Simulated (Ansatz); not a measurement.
# WH+ (triplet): wave-function methods side by side, def2-TZVPP

The task here is to estimate one member of a computed series from the others.

Method: def2-TZVPP, core rule «outside noble gas», up to 4 orbitals frozen; program: Ansatz 0.2.0, Gaussian basis.

To be run: UHF; ROHF; CCSD(T) on UHF.

## The system

The geometry is a PBE0/def2-TZVP stationary point (not a proven minimum) of the parent state, kept for this charge and spin. No spin-orbit coupling is included. Elements past krypton take def2 core potentials.

2 atoms, charge 1, spin multiplicity 3.

Atoms are counted from 1 here; the program's logs count them from 0.

Bond lengths: W1–H2 1.690 Å.

The first run:

The input, in.yaml:

```yaml
crystal:
  periodic: [false, false, false]
  atoms:
    - {symbol: W, position_ang: [0.000000, 0.000000, 0.000000]}
    - {symbol: H, position_ang: [0.000000, 0.000000, 1.689971]}
basis:
  gaussian: {orbitals: def2-TZVPP}
total_charge: 1
magnetization: {spin_polarized: true, initial_magnetization: 2}
hamiltonian: {xc: hf}
output: {orbitals: {seedname: orbitals}}
```

Run with:

```
> ansatz run in.yaml --threads 1 --pin off --events-out ev --progress --plain --max-ram 4096MiB --backend cpu
```

Among the steps run: UHF; ROHF; CCSD(T) on UHF.

One of the session's tables, all rows but one given; the rest of the session is left out.

It belongs to the step «Misses and costs». 

| method | from UCCSD(T) (meV) |
| --- | --- |
| ROHF | +4660.2 |
| UMP2 | ? |
| UCCSD | +432.5 |
| UCCSD(T) | 0 |

Q: Estimate the row for UMP2 from the others.

**Answer.** from UCCSD(T) (meV): +1323.8. In the column «from UCCSD(T) (meV)» it lies between UCCSD (+432.5) and ROHF (+4660.2).

Left out of the table: UHF (another determinant or state than the rows shown).

The program flags UCCSD(T) as in doubt (see the logs), so the zero of the table is itself unsure.

Limits of these values: The determinant is far from a pure spin state, so its energy mixes those of several spin states (harmless only where they are near-degenerate, as at dissociation). The program flags UCCSD(T) as in doubt, so the zero of the table is itself unsure. Warnings: spin contamination; coupled cluster took another determinant than the lowest.
